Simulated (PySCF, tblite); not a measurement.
# C₂H₈F₂OSi₂: geometry, infrared bands and NMR shifts

What infrared bands and NMR shifts should C₂H₈F₂OSi₂ (`CO[C@H](F)[SiH2][SiH2]F`) show?

The runs use tblite 0.8.0 and PySCF 2.14.0, with density-fitted response routines of our own; the level of theory stands in each step. All values are computed, except where a source is named. Atoms are numbered from 0 throughout.

### Step 1. The starting structure

15 atoms, charge 0, multiplicity 1; geometry from: force field or distance geometry start.

Bonds of the start (Å): C0–O1 1.38, O1–C2 1.39, C2–F3 1.37, C2–Si4 1.83, Si4–Si5 2.22, Si5–F6 1.70, C0–H7 1.11, C0–H8 1.11, C0–H9 1.14, C2–H10 1.13, Si4–H11 1.49, Si4–H12 1.48, Si5–H13 1.50, Si5–H14 1.45.

### Step 2. Geometry optimisation with GFN2-xTB

Job settings and geometry (Å):

```
{"job": {"kind": "relax", "xc": "GFN2-xTB", "basis": "xTB"}, "charge": 0, "multiplicity": 1}
C     -2.138900     0.807100    -0.470300
O     -1.084100     0.675200     0.409100
C     -0.738800    -0.672700     0.472800
F     -1.038400    -1.122200     1.735600
Si     1.003400    -1.076600     0.088000
Si     2.261200     0.662900    -0.483100
F      2.794500     1.514600     0.886200
H     -1.899400     0.468500    -1.496900
H     -2.498500     1.852000    -0.568100
H     -3.029500     0.172100    -0.157000
H     -1.457800    -1.190100    -0.226200
H      1.102100    -2.085700    -0.998000
H      1.608000    -1.708200     1.284600
H      3.499200     0.116200    -1.120900
H      1.612500     1.594800    -1.389000
```

Started as:

```console
$ OMP_NUM_THREADS=1 python probes_run.py task.json out
```

One launch serves the whole session: the jobs run in the order shown.

**Question.** This job is followed by: GFN2-xTB harmonic vibrations, gas phase; GIAO PBE0/pcSseg-1 NMR shielding, non-relativistic, gas phase. Predict these results of the whole session: strongest single infrared mode (GFN2-xTB); zero-point energy (GFN2-xTB); ¹³C shifts against TMS (PBE0/pcSseg-1); ¹H shifts against TMS (PBE0/pcSseg-1, means over atoms taken as alike); ¹⁷O shifts against H2O (PBE0/pcSseg-1); ¹⁹F shifts against CFCl3 (PBE0/pcSseg-1); ²⁹Si shifts against TMS (PBE0/pcSseg-1); surface potential, 1st and 99th percentile.

As calculated:

```
                                                              quantity                                   value
                             strongest single infrared mode (GFN2-xTB)                    647 cm⁻¹, 471 km/mol
                                          zero-point energy (GFN2-xTB)                           59.7 kcal/mol
                                ¹³C shifts against TMS (PBE0/pcSseg-1)                         119.5, 59.8 ppm
¹H shifts against TMS (PBE0/pcSseg-1, means over atoms taken as alike)  5.82, 5.80, 5.71, 4.05, 3.99, 3.68 ppm
                                ¹⁷O shifts against H2O (PBE0/pcSseg-1)                                89.1 ppm
                              ¹⁹F shifts against CFCl3 (PBE0/pcSseg-1)                      -164.5, -261.0 ppm
                               ²⁹Si shifts against TMS (PBE0/pcSseg-1)                         10.5, -76.3 ppm
                                 surface potential, 1st and 99th percentile                      -1.20 V and 1.19 V
```

**Reading.** The optimisation took 208 steps and gained 0.962 eV; among the close pairs (by a distance rule), C2–Si4 changed most, from 1.829 to 1.923 Å. No mode is imaginary among the 39: a minimum at this level. The strongest single mode, at 647 cm⁻¹, is spread over many atoms; the largest shares are those of H12, H11. GFN2-xTB is a fitted tight-binding method: band positions and strengths are rough. Its intensities can rank the bands wrongly. At PBE0/pcSseg-1: Shielding is most anisotropic at F3 (span 201 ppm, paramagnetic term -142 ppm). At PBE0/pcSseg-1, counted by nearest atom on the grid, the HOMO lies on C2 21 %; Si4 18 %, the LUMO on Si5 23 %; Si4 16 %.
